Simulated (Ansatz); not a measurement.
This script makes an atomisation energy of C3H7, SMILES [CH2]CC with Ansatz 0.2.0 through its Python package.

The script, `c3h7_tae.py`:
```python
"""Atomisation energy of C3H7 at the given geometry."""

from collections import Counter

import ansatz as az

config = {
    "basis": "def2-TZVP",
    "method": "ccsd_t",
}


def single_point(molecule, charge=0, unpaired=0):
    calc = molecule.calculation().basis(gaussian=config["basis"]).correlation(config["method"])
    if charge:
        calc = calc.charge(charge)
    if unpaired:
        calc = calc.spin("collinear", total=unpaired)
    return calc.run(threads=1).report["free_energy_ev"]

geometry_ang = [
    ("C", [-1.0848, 0.3773, -0.6918]),
    ("C", [0.2701, 0.467, -0.2144]),
    ("C", [0.5584, -0.6854, 0.7055]),
    ("H", [-1.5277, -0.5129, -0.9555]),
    ("H", [-1.6268, 1.3312, -1.022]),
    ("H", [0.4374, 1.4319, 0.3122]),
    ("H", [0.9797, 0.4512, -1.0684]),
    ("H", [1.6646, -0.6004, 1.0627]),
    ("H", [-0.0603, -0.6623, 1.639]),
    ("H", [0.4725, -1.6489, 0.2356]),
]
system = az.Crystal.molecule()
for symbol, xyz in geometry_ang:
    system = system.atom(symbol, xyz)

# unpaired electrons of the ground-state atoms
unpaired = {"C": 2, "H": 1}
counts = Counter(site.symbol for site in system.cartesian_sites)
atom_energy = {s: single_point(az.Crystal.molecule().atom(s, (0, 0, 0)), 0, unpaired[s]) for s in counts}
whole = single_point(system, 0, 1)
for s, e in atom_energy.items():
    print(f"{s:2s} x{counts[s]}  {e:14.5f} eV")
print(f"C3H7: {whole:.5f} eV")
split = sum(counts[s] * e for s, e in atom_energy.items()) - whole
print(f"atomisation energy (no zero-point term): {96.485332 * split:.1f} kJ/mol, {split / sum(counts.values()):.3f} eV an atom")
```

What does it cost to take this molecule apart into atoms?

3599.4 kJ/mol from the electronic energies, without the zero-point term.

The run itself:

```console
$ python c3h7_tae.py
C  x3     -1028.07419 eV
H  x7       -13.60052 eV
C3H7: -3216.73177 eV
atomisation energy (no zero-point term): 3599.4 kJ/mol, 3.731 eV an atom
```

Caveats:
- Total energies depend on the basis set; only differences at equal settings carry meaning.
- The geometry is a force-field or estimated start, not a minimum of this method, and the basis set is short of its limit. All parts are taken at fixed geometry, without zero-point energy.
- The species is open-shell (spin multiplicity 2).
- Run time: 91 s on 1 thread of Arm Neoverse V1, with other jobs on the host, peak memory 1.9 GiB.
